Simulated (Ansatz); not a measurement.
# Li2YCrC6N6: a trial structure relaxed

Where does this trial cell of Li2YCrC6N6 go when cell and atoms are let free?

Computed with Ansatz 0.2.0 (DFT PBE, scalar-relativistic, plane waves, PAW, unless a step's input says otherwise).

**1. Starting point**

The structure is cubic, space group Fm-3m (No. 225). The conventional cell has a = 10.612 Å, b = 10.612 Å, c = 10.612 Å, α = 90.00°, β = 90.00°, γ = 90.00°. Around Li (site symmetry -43m) lie 12 C at 3.79 Å and 12 N at 3.80 Å. Y (site symmetry m-3m) is surrounded by 6 C at 2.11 Å. Cr (site symmetry m-3m) is surrounded by 6 N at 2.03 Å. C (site symmetry 4mm) is surrounded by 1 N at 1.17 Å. N (site symmetry 4mm) has 1 C at 1.17 Å and 1 Cr at 2.03 Å in its first shell of neighbours.

Structure file:

```
Li Y Cr C N
1.0
     0.00000    5.30600    5.30600
     5.30600    0.00000    5.30600
     5.30600    5.30600    0.00000
Li Y Cr C N
2 1 1 6 6
Direct
  0.25000 0.25000 0.25000
  0.75000 0.75000 0.75000
  0.00000 0.00000 0.00000
  0.50000 0.50000 0.50000
  0.80155 0.19845 0.19845
  0.19845 0.80155 0.19845
  0.19845 0.19845 0.80155
  0.19845 0.80155 0.80155
  0.80155 0.19845 0.80155
  0.80155 0.80155 0.19845
  0.69129 0.30871 0.30871
  0.30871 0.69129 0.30871
  0.30871 0.30871 0.69129
  0.30871 0.69129 0.69129
  0.69129 0.30871 0.69129
  0.69129 0.69129 0.30871
```

The cell is invented: cyanide-bridged rock-salt net of two metals, 2 guest cations a cell (Fm-3m, No. 225). Its size is a rough estimate.

**2. Probe: one point on a coarse mesh**

input.yaml reads:

```yaml
crystal:
  lattice:
    - [0.0, 5.306, 5.306]
    - [5.306, 0.0, 5.306]
    - [5.306, 5.306, 0.0]
  atoms:
    - { symbol: Li, position: [0.25, 0.25, 0.25] }
    - { symbol: Li, position: [0.75, 0.75, 0.75] }
    - { symbol: "Y", position: [0.0, 0.0, 0.0] }
    - { symbol: Cr, position: [0.5, 0.5, 0.5], spin: 3.0 }
    - { symbol: C, position: [0.80154542, 0.19845458, 0.19845458] }
    - { symbol: C, position: [0.19845458, 0.80154542, 0.19845458] }
    - { symbol: C, position: [0.19845458, 0.19845458, 0.80154542] }
    - { symbol: C, position: [0.19845458, 0.80154542, 0.80154542] }
    - { symbol: C, position: [0.80154542, 0.19845458, 0.80154542] }
    - { symbol: C, position: [0.80154542, 0.80154542, 0.19845458] }
    - { symbol: "N", position: [0.69129288, 0.30870712, 0.30870712] }
    - { symbol: "N", position: [0.30870712, 0.69129288, 0.30870712] }
    - { symbol: "N", position: [0.30870712, 0.30870712, 0.69129288] }
    - { symbol: "N", position: [0.30870712, 0.69129288, 0.69129288] }
    - { symbol: "N", position: [0.69129288, 0.30870712, 0.69129288] }
    - { symbol: "N", position: [0.69129288, 0.69129288, 0.30870712] }
basis:
  ecutwfc: 420
kpoints:
  mp_grid: { grid: [4, 4, 4] }
hamiltonian:
  xc: pbe
scf:
  occupations: { method: gaussian, width: 0.1 }
  lower_state_search: "off"
output:
  forces: true
  stress: true
  eigenvalues: true
  populations: true
magnetization:
  spin_polarized: true
```

Command:

```sh
$ ansatz run input.yaml --threads 1 --pin off --max-ram 2560MiB --backend cpu --events-out ev --progress --plain --runs-dir out
```

Further runs follow: coarse relaxation; final relaxation.

Q: Predict the outcome of this session. Wanted: conventional cell; volume; energy over the elements; gap on the mesh; total moment.

As calculated:

```
                                                              quantity                                                                         value
                                symmetry at the end (tolerance 0.05 Å)                                                   space group Fm-3m (No. 225)
                                                     conventional cell  a = 11.154 Å, b = 11.154 Å, c = 11.154 Å, α = 90.00°, β = 90.00°, γ = 90.00°
                                                                volume                                                                 21.68 Å³/atom
energy over the elements (uncorrected; H, N, O, F and Cl as molecules)                                                                 +0.11 eV/atom
                                                       gap on the mesh                                                                  none (metal)
                                                          total moment                                                                  1.00 μB/cell
```

The space group Fm-3m (No. 225) is kept, and the volume per atom grows by 16.1 % from the first guess. With a positive formation energy it can't be a ground state. No finished test with a distortion of lower symmetry is shown, so the end may be a saddle point. Other magnetic orders were not searched.
